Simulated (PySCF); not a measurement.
# C4H7B: electronic excitations and core binding energies

Aim: predict the electronic excitations and core binding energies of C4H7B (`B/C=C\C=C`).

Programs: PySCF 2.14.0, with density-fitted response routines of our own. Each step states its level of theory. These are calculated values for one molecule in the gas phase, unless marked as measured. Atoms count from 0, in the outputs and in this text.

## (1) The starting structure

12 atoms, charge 0, multiplicity 1; geometry from: GFN2-xTB.

Bonds of the start (Å): B0–C1 1.54, C1–C2 1.35, C2–C3 1.44, C3–C4 1.33, B0–H5 1.17, B0–H6 1.17, C1–H7 1.09, C2–H8 1.09, C3–H9 1.08, C4–H10 1.08, C4–H11 1.08.

## (2) Excited states and response: PBE0/def2-SVPD

Job settings and geometry (Å):

```
{"job": {"kind": "uv", "xc": "PBE0", "basis": "def2-SVPD", "nstates": 8, "ntriplets": 3}, "charge": 0, "multiplicity": 1}
B      1.999193    -0.902169     0.385642
C      1.270507     0.443889     0.539151
C     -0.007018     0.738306     0.209545
C     -0.966580    -0.169474    -0.364665
C     -2.213382     0.191106    -0.665638
H      1.478291    -1.850239    -0.058003
H      3.117195    -0.980713     0.725048
H      1.834206     1.270951     0.961615
H     -0.385296     1.743164     0.377867
H     -0.635454    -1.179995    -0.549759
H     -2.571206     1.193677    -0.491492
H     -2.919258    -0.499188    -1.095338
```

Method: TDDFT PBE0/def2-SVPD, vertical, gas phase, core orbitals frozen in the response.

The run is started by

```sh
OMP_NUM_THREADS=1 python probes_run.py task.json out
```

This one command runs all jobs of the session in turn.

Log:

```text
coarse grid: 9776 points
cycle   1  E = -181.0037702634  dE =  3.681e-01  |g| = 3.059e-01  |ddm| = 5.857e+00
cycle   2  E = -180.9979546859  dE =  5.816e-03  |g| = 3.469e-01  |ddm| = 1.294e+00
cycle   3  E = -181.0310857725  dE = -3.313e-02  |g| = 9.562e-02  |ddm| = 6.870e-01
cycle   4  E = -181.0335075301  dE = -2.422e-03  |g| = 2.564e-02  |ddm| = 1.832e-01
cycle   5  E = -181.0336998296  dE = -1.923e-04  |g| = 4.867e-03  |ddm| = 5.275e-02
cycle   6  E = -181.0337077714  dE = -7.942e-06  |g| = 1.770e-03  |ddm| = 1.230e-02
final grid: 93648 points
cycle   7  E = -181.0631627106  dE = -3.632e-05  |g| = 6.276e-03  |ddm| = 2.176e-01
cycle   8  E = -181.0631617250  dE =  9.856e-07  |g| = 6.695e-03  |ddm| = 2.861e-02
cycle   9  E = -181.0631736476  dE = -1.192e-05  |g| = 1.153e-03  |ddm| = 1.187e-02
cycle  10  E = -181.0631740083  dE = -3.606e-07  |g| = 2.500e-04  |ddm| = 2.079e-03
cycle  11  E = -181.0631740247  dE = -1.647e-08  |g| = 7.391e-05  |ddm| = 6.880e-04
cycle  12  E = -181.0631740259  dE = -1.192e-09  |g| = 3.069e-05  |ddm| = 2.430e-04
cycle  13  E = -181.0631740262  dE = -2.549e-10  |g| = 9.290e-06  |ddm| = 7.555e-05
converged SCF energy = -181.0631740262

Static polarisability (au): isotropic 72.269, principal 41.938 58.744 116.124

Singlet excitations
state   eV       nm        f      main configurations
  1   4.5877    270.3   0.45722   H->L 0.95
  2   4.9167    252.2   0.00034   H-1->L 0.98
  3   5.3116    233.4   0.00134   H-2->L 0.98
  4   6.3757    194.5   0.15979   H->L+1 0.52, H-3->L 0.42
  5   6.7977    182.4   0.00011   H-4->L 0.88, H-1->L+1 0.09
  6   6.9404    178.6   0.14279   H-3->L 0.53, H->L+1 0.42
  7   7.0419    176.1   0.00019   H->L+2 0.95
  8   7.3138    169.5   0.00089   H-5->L 0.91

Triplet excitations (Tamm-Dancoff, eV): 2.5989 4.4827 4.5514
```

Run time: 16 s. Hardware: 1 thread of Arm Neoverse V2, shared host; peak memory 0.59 GiB.

The orbitals next to the gap, with their largest atomic shares:

```tsv
orbital	eV	atoms
HOMO−3	-9.79	C3 28 %, C2 28 %, C4 16 %
HOMO−2	-9.36	B0 36 %, H6 23 %, C1 17 %
HOMO−1	-8.92	B0 30 %, H5 19 %, C1 18 %
HOMO	-7.30	C1 26 %, C4 24 %, C3 18 %
LUMO	-2.36	B0 28 %, C2 20 %, C1 17 %
LUMO+1	-0.09	C3 22 %, C4 20 %, B0 19 %
LUMO+2	0.87	B0 30 %, C4 18 %, C2 11 %
```

With each of the 8 states as a Gaussian band of 0.4 eV half-width at 1/e, the curve within the window shown has maxima at 270 nm (ε 19,000), 190 nm (ε 7,600) L/(mol cm). Beyond the last state computed it falls off for lack of states. The curve at chosen wavelengths:

```json
{"nm": "163", "ε (L/mol/cm)": "362"}
{"nm": "169", "ε (L/mol/cm)": "2156"}
{"nm": "175", "ε (L/mol/cm)": "5316"}
{"nm": "181", "ε (L/mol/cm)": "7080"}
{"nm": "187", "ε (L/mol/cm)": "7485"}
{"nm": "193", "ε (L/mol/cm)": "7488"}
{"nm": "199", "ε (L/mol/cm)": "5980"}
{"nm": "204", "ε (L/mol/cm)": "3839"}
{"nm": "210", "ε (L/mol/cm)": "1667"}
{"nm": "216", "ε (L/mol/cm)": "557"}
{"nm": "222", "ε (L/mol/cm)": "205"}
{"nm": "228", "ε (L/mol/cm)": "273"}
{"nm": "234", "ε (L/mol/cm)": "827"}
{"nm": "240", "ε (L/mol/cm)": "2291"}
{"nm": "246", "ε (L/mol/cm)": "5107"}
{"nm": "252", "ε (L/mol/cm)": "9200"}
{"nm": "258", "ε (L/mol/cm)": "13673"}
{"nm": "264", "ε (L/mol/cm)": "17144"}
{"nm": "270", "ε (L/mol/cm)": "18517"}
{"nm": "275", "ε (L/mol/cm)": "17852"}
{"nm": "281", "ε (L/mol/cm)": "15359"}
{"nm": "287", "ε (L/mol/cm)": "11926"}
{"nm": "293", "ε (L/mol/cm)": "8465"}
{"nm": "299", "ε (L/mol/cm)": "5555"}
{"nm": "305", "ε (L/mol/cm)": "3404"}
{"nm": "311", "ε (L/mol/cm)": "1965"}
```

Leading natural transition orbitals of singlet state 1: the hole lies on C1, C4 about 27 % each; C3 18 %; C2 8 %; the particle on B0 37 %; C2 19 %; H5, H6 about 9 % each.

Ground-state properties from the same run:

```tsv
property	computed
dipole moment (D)	1.84
polarisability (Å³)	10.71
HOMO–LUMO gap (eV)	4.93
−ε(HOMO) (eV)	7.30
```

The fields below are evaluated on a grid from the run's orbitals.

Frontier orbitals at PBE0/def2-SVPD, with the share of their density that lies nearest to each atom:

```tsv
orbital	energy (eV)	lies on
HOMO	-7.30	C1, C4 about 27 % each; C3 14 %; C2 11 %
LUMO	-2.36	B0 28 %; C2 20 %; C1, C4 about 12 % each
```

ELF in a plane through or near 12 of the atoms.

Ten even steps from '0' (0.00) to '9' (1.00):
```
0000000000000000000000000000
0000000000000000000000000000
0000000000000000000000000000
0000000013200025300000000000
0000000289920189930000000000
0000000699970599940044000000
0000000399973699910799600000
0000000048638348403999810000
0001564136249156315999710000
0005999759847579565597200000
0008999912861272582965200000
0008999936430174175599720000
0005999757970499833999950000
0000464489990399911899940000
0000000399991199800389700000
0000000189980014100000000000
0000000026630000000000000000
0000000000000000000000000000
0000000000000000000000000000
0000000000000000000000000000
```
The map spans 11.8 Å across and 8.7 Å up, centred on the molecule. Atoms in the plane (x, y in Å): B0 (-2.2, -0.6), C1 (-1.3, 0.7), C2 (0.1, 0.8), C3 (1.0, -0.4), C4 (2.3, -0.2), H5 (-1.7, -1.6), H6 (-3.3, -0.4), H7 (-1.8, 1.7), H8 (0.6, 1.7), H9 (0.5, -1.3), H10 (2.8, 0.8), H11 (3.0, -1.1).

log10 of the density (e/Å³) in the same plane.

Ten even steps from '0' (-4.0) to '9' (1.7):
```
0000000000000000000000000000
0000000000000000000000000000
0000000011111111110000000000
0000001123322233321100000000
0000001344443444432211000000
0000012456655566543333210000
0000123457766677644454321000
0001233456777777655665431000
0012344556897797656776431000
0123456667777777777776432000
0123467777765667977976432000
0123467789655567777776532100
0123456667665567766676532000
0012345567764567655565431000
0001233456654455543444321000
0000122344443333322222210000
0000011233332222111111000000
0000000112221100000000000000
0000000001100000000000000000
0000000000000000000000000000
```
The map spans 11.8 Å across and 8.7 Å up, centred on the molecule. Atoms in the plane (x, y in Å): B0 (-2.2, -0.6), C1 (-1.3, 0.7), C2 (0.1, 0.8), C3 (1.0, -0.4), C4 (2.3, -0.2), H5 (-1.7, -1.6), H6 (-3.3, -0.4), H7 (-1.8, 1.7), H8 (0.6, 1.7), H9 (0.5, -1.3), H10 (2.8, 0.8), H11 (3.0, -1.1).

On the surface of density 0.002 e/bohr³ the electrostatic potential runs, from the 1st to the 99th percentile, from -0.51 to 1.02 V.

## (3) X-ray photoelectron lines: SCAN, X2C

Settings changed since step 2:

```diff
@@ -1,2 +1,2 @@
-{"job": {"kind": "uv", "xc": "PBE0", "basis": "def2-SVPD", "nstates": 8, "ntriplets": 3}, "charge": 0, "multiplicity": 1}
+{"job": {"kind": "xps"}, "charge": 0, "multiplicity": 1}
 B      1.999193    -0.902169     0.385642
```

Method: delta-SCF UKS SCAN, pcX-2 on the ionised atom, pcseg-1 elsewhere, spin-free X2C.

Log:

```text
ground state, core basis on atom 0 (B), 136 functions
  cycle   1  E = -181.30674252  |g| = 4.11e-01
  cycle   2  E = -181.27109120  |g| = 5.23e-01
  cycle   3  E = -181.34696125  |g| = 1.97e-01
  cycle   4  E = -181.35946537  |g| = 3.50e-02
  cycle   5  E = -181.35985728  |g| = 1.04e-02
  cycle   6  E = -181.35988777  |g| = 4.83e-03
  cycle   7  E = -181.35989377  |g| = 2.54e-03
  cycle   8  E = -181.35989421  |g| = 5.26e-04
  cycle   9  E = -181.35989336  |g| = 1.41e-04
  E(ground) = -181.36907511 Eh
hole in B 1s of atom 0
  cycle   1  E = -173.76880286  |g| = 1.16e+00
  cycle   2  E = -172.18674644  |g| = 1.83e+00
  cycle   3  E = -173.87408887  |g| = 6.40e-01
  cycle   4  E = -174.06637339  |g| = 4.17e-01
  cycle   5  E = -174.18977147  |g| = 1.44e-01
  cycle   6  E = -174.19560267  |g| = 1.18e-01
  cycle   7  E = -174.20531629  |g| = 2.90e-02
  cycle   8  E = -174.20653760  |g| = 2.45e-02
  cycle   9  E = -174.20727626  |g| = 1.26e-02
  cycle  10  E = -174.20756518  |g| = 5.76e-03
  cycle  11  E = -174.20761041  |g| = 3.61e-03
  cycle  12  E = -174.20763279  |g| = 2.82e-03
  cycle  13  E = -174.20764819  |g| = 1.60e-03
  cycle  14  E = -174.20766050  |g| = 7.15e-04
  cycle  15  E = -174.20766240  |g| = 2.70e-04
  E(ion) = -174.21654053 Eh   <S^2> = 1.1644   hole on atom = 1.000   binding energy = 194.630 eV
ground state, core basis on atom 1 (C), 136 functions
  cycle   1  E = -181.36853090  |g| = 5.88e-02
  cycle   2  E = -181.36792651  |g| = 4.90e-02
  cycle   3  E = -181.36786851  |g| = 4.98e-02
  cycle   4  E = -181.36864573  |g| = 6.83e-03
  cycle   5  E = -181.36866087  |g| = 1.06e-03
  cycle   6  E = -181.36866196  |g| = 3.11e-04
  E(ground) = -181.37699115 Eh
hole in C 1s of atom 1
  cycle   1  E = -170.13765472  |g| = 1.51e+00
  cycle   2  E = -169.00724110  |g| = 2.00e+00
  cycle   3  E = -170.53577961  |g| = 5.72e-01
  cycle   4  E = -170.60737453  |g| = 4.14e-01
  cycle   5  E = -170.71775169  |g| = 1.25e-01
  cycle   6  E = -170.72559584  |g| = 4.81e-02
  cycle   7  E = -170.72684342  |g| = 1.06e-02
  cycle   8  E = -170.72691601  |g| = 3.84e-03
  cycle   9  E = -170.72692803  |g| = 2.33e-03
  cycle  10  E = -170.72693272  |g| = 1.25e-03
  cycle  11  E = -170.72693559  |g| = 7.15e-04
  cycle  12  E = -170.72693726  |g| = 2.77e-04
  E(ion) = -170.73403910 Eh   <S^2> = 0.7828   hole on atom = 1.000   binding energy = 289.609 eV
ground state, core basis on atom 2 (C), 136 functions
  cycle   1  E = -181.36909494  |g| = 6.16e-02
  cycle   2  E = -181.36827130  |g| = 5.92e-02
  cycle   3  E = -181.36859106  |g| = 4.68e-02
  cycle   4  E = -181.36926775  |g| = 9.59e-03
  cycle   5  E = -181.36929776  |g| = 1.93e-03
  cycle   6  E = -181.36929777  |g| = 3.86e-04
  E(ground) = -181.37753903 Eh
hole in C 1s of atom 2
  cycle   1  E = -170.09318854  |g| = 1.51e+00
  cycle   2  E = -168.75380407  |g| = 2.09e+00
  cycle   3  E = -170.52092041  |g| = 5.18e-01
  cycle   4  E = -170.63104115  |g| = 2.83e-01
  cycle   5  E = -170.66690579  |g| = 1.34e-01
  cycle   6  E = -170.67651074  |g| = 3.04e-02
  cycle   7  E = -170.67646099  |g| = 3.70e-02
  cycle   8  E = -170.67750159  |g| = 1.18e-02
  cycle   9  E = -170.67791519  |g| = 9.62e-03
  cycle  10  E = -170.67838484  |g| = 8.18e-03
  cycle  11  E = -170.67885425  |g| = 6.07e-03
  cycle  12  E = -170.67909427  |g| = 3.45e-03
  cycle  13  E = -170.67916130  |g| = 2.39e-03
  cycle  14  E = -170.67915831  |g| = 1.49e-03
  cycle  15  E = -170.67916662  |g| = 7.32e-04
  cycle  16  E = -170.67916673  |g| = 5.11e-04
  cycle  17  E = -170.67916760  |g| = 2.71e-04
  E(ion) = -170.68542515 Eh   <S^2> = 0.9537   hole on atom = 1.000   binding energy = 290.947 eV
ground state, core basis on atom 3 (C), 136 functions
  cycle   1  E = -181.36938376  |g| = 6.02e-02
  cycle   2  E = -181.36885195  |g| = 4.88e-02
  cycle   3  E = -181.36881609  |g| = 4.73e-02
  cycle   4  E = -181.36950810  |g| = 1.12e-02
  cycle   5  E = -181.36954713  |g| = 9.72e-04
  cycle   6  E = -181.36954866  |g| = 4.34e-04
  E(ground) = -181.37817582 Eh
hole in C 1s of atom 3
  cycle   1  E = -170.10739996  |g| = 1.51e+00
  cycle   2  E = -167.41153246  |g| = 2.27e+00
  cycle   3  E = -169.84552164  |g| = 1.00e+00
  cycle   4  E = -170.63690655  |g| = 2.92e-01
  cycle   5  E = -170.66025930  |g| = 2.09e-01
  cycle   6  E = -170.67998039  |g| = 6.63e-02
  cycle   7  E = -170.68258740  |g| = 1.45e-02
  cycle   8  E = -170.68281013  |g| = 9.22e-03
  cycle   9  E = -170.68295937  |g| = 7.30e-03
  cycle  10  E = -170.68309170  |g| = 6.66e-03
  cycle  11  E = -170.68322178  |g| = 5.76e-03
  cycle  12  E = -170.68351767  |g| = 4.80e-03
  cycle  13  E = -170.68368394  |g| = 3.09e-03
  cycle  14  E = -170.68370659  |g| = 1.70e-03
  cycle  15  E = -170.68371182  |g| = 1.37e-03
  cycle  16  E = -170.68371486  |g| = 3.56e-04
  E(ion) = -170.69054172 Eh   <S^2> = 0.9120   hole on atom = 1.000   binding energy = 290.825 eV
ground state, core basis on atom 4 (C), 136 functions
  cycle   1  E = -181.36884189  |g| = 6.15e-02
  cycle   2  E = -181.36803585  |g| = 6.10e-02
  cycle   3  E = -181.36851147  |g| = 4.25e-02
  cycle   4  E = -181.36901412  |g| = 1.21e-02
  cycle   5  E = -181.36906133  |g| = 2.19e-03
  cycle   6  E = -181.36906233  |g| = 5.77e-04
  cycle   7  E = -181.36906230  |g| = 1.77e-04
  E(ground) = -181.37743254 Eh
hole in C 1s of atom 4
  cycle   1  E = -170.10855014  |g| = 1.51e+00
  cycle   2  E = -169.01687186  |g| = 1.97e+00
  cycle   3  E = -170.49544070  |g| = 5.91e-01
  cycle   4  E = -170.57664776  |g| = 4.22e-01
  cycle   5  E = -170.68823844  |g| = 1.53e-01
  cycle   6  E = -170.70061522  |g| = 6.01e-02
  cycle   7  E = -170.70267394  |g| = 9.46e-03
  cycle   8  E = -170.70275348  |g| = 5.53e-03
  cycle   9  E = -170.70278777  |g| = 3.97e-03
  cycle  10  E = -170.70281816  |g| = 1.94e-03
  cycle  11  E = -170.70283767  |g| = 1.27e-03
  cycle  12  E = -170.70284431  |g| = 6.11e-04
  cycle  13  E = -170.70284675  |g| = 2.81e-04
  E(ion) = -170.71030789 Eh   <S^2> = 0.8054   hole on atom = 1.000   binding energy = 290.267 eV
```

Wall time 37 s (1 thread of Arm Neoverse V2, shared host); peak memory 0.39 GiB.

Binding energies by hole, beside the orbital energy of the ground state; the difference holds orbital relaxation and, for a density functional, its self-interaction error:

```tsv
hole	stands for	environment	ΔSCF (eV)	−ε (eV)	⟨S²⟩
B1s on B0	B0	boron bonded to C, 2 H	194.63 (doubtful)	179.7	1.164
C1s on C1	C1	alkene CH	289.61	273.3	0.783
C1s on C2	C2	alkene CH	290.95 (doubtful)	274.5	0.954
C1s on C3	C3	alkene CH	290.83 (doubtful)	274.1	0.912
C1s on C4	C4	terminal =CH2 carbon	290.27	274.1	0.805
```

Doubtful: the ion did not converge, its hole moved, or its ⟨S²⟩ is well above 0.75.

## (4) Summary of results

| quantity | value |
| --- | --- |
| lowest singlet (PBE0/def2-SVPD) | 4.59 eV (270 nm), f = 0.457 |
| lowest triplet | 2.60 eV |
| surface potential, 1st and 99th percentile | -0.51 V and 1.02 V |
| C1s binding energies, SCAN/pcX-2 (standing for 2 of 4 atoms) | C4 290.27, C1 289.61 eV |

In words: The first singlet state (HOMO→LUMO 0.95) lies at 4.59 eV and is bright. The lowest triplet lies 1.99 eV below the lowest singlet (triplets in Tamm-Dancoff, singlets in full TDDFT). At PBE0/def2-SVPD, counted by nearest atom on the grid, the HOMO lies on C1, C4 about 27 % each; C3 14 %, the LUMO on B0 28 %; C2 20 %. The C1s levels kept as sound span 0.66 eV, from C1 (alkene CH) up to C4 (terminal =CH2 carbon). Only 2 of the 4 C atoms are covered by sound results.
